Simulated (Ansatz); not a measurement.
# CrRe: the cost of one run

Program: Ansatz 0.2.0. Level of theory: DFT PBE, scalar-relativistic, plane waves, PAW. These are calculated values, not measurements.

### 1 The system as given

The structure is cubic, space group Fd-3m (No. 227). The conventional cell has a = 6.076 Å, b = 6.076 Å, c = 6.076 Å, α = 90.00°, β = 90.00°, γ = 90.00°. Cr (site symmetry -43m) has 4 Cr at 2.63 Å and 4 Re at 2.63 Å as nearest neighbours. Re (site symmetry -43m) has 4 Cr at 2.63 Å and 4 Re at 2.63 Å as nearest neighbours.

Coordinates:

```xyz
4
Lattice="0.0000 3.0379 3.0379 3.0379 0.0000 3.0379 3.0379 3.0379 0.0000" Properties=species:S:1:pos:R:3 pbc="T T T"
Cr    3.0379    3.0379    3.0379
Cr    4.5568    4.5568    4.5568
Re    0.0000    0.0000    0.0000
Re    1.5189    1.5189    1.5189
```

(A quick probe on a coarse mesh, which set the mesh and smearing, is not shown.)

### 3 A loose first relaxation

Input file input.yaml:

```yaml
crystal:
  lattice:
    - [0.0, 3.0378929195, 3.0378929195]
    - [3.0378929195, 0.0, 3.0378929195]
    - [3.0378929195, 3.0378929195, 0.0]
  atoms:
    - { symbol: Cr, position: [0.5, 0.5, 0.5] }
    - { symbol: Cr, position: [0.75, 0.75, 0.75] }
    - { symbol: Re, position: [0.0, 0.0, 0.0] }
    - { symbol: Re, position: [0.25, 0.25, 0.25] }
basis:
  ecutwfc: 420
kpoints:
  mp_grid: { grid: [6, 6, 6] }
hamiltonian:
  xc: pbe
scf:
  occupations: { method: gaussian, width: 0.1 }
  lower_state_search: "off"
output:
  forces: true
  stress: true
  eigenvalues: true
relax:
  adjacent_minimum: "off"
  f_tol: 0.04
  max_steps: 70
  cell: { stress_tol: 0.4 }
```

Started as:

```bash
$ ansatz run input.yaml --threads 1 --pin off --max-ram 2560MiB --backend cpu --events-out ev --progress --plain --runs-dir out
```

What time and memory should one allow on 1 thread of Intel Xeon 6975P-C (Granite Rapids), shared host?

About 5.3 s, with a peak of 0.38 GiB.
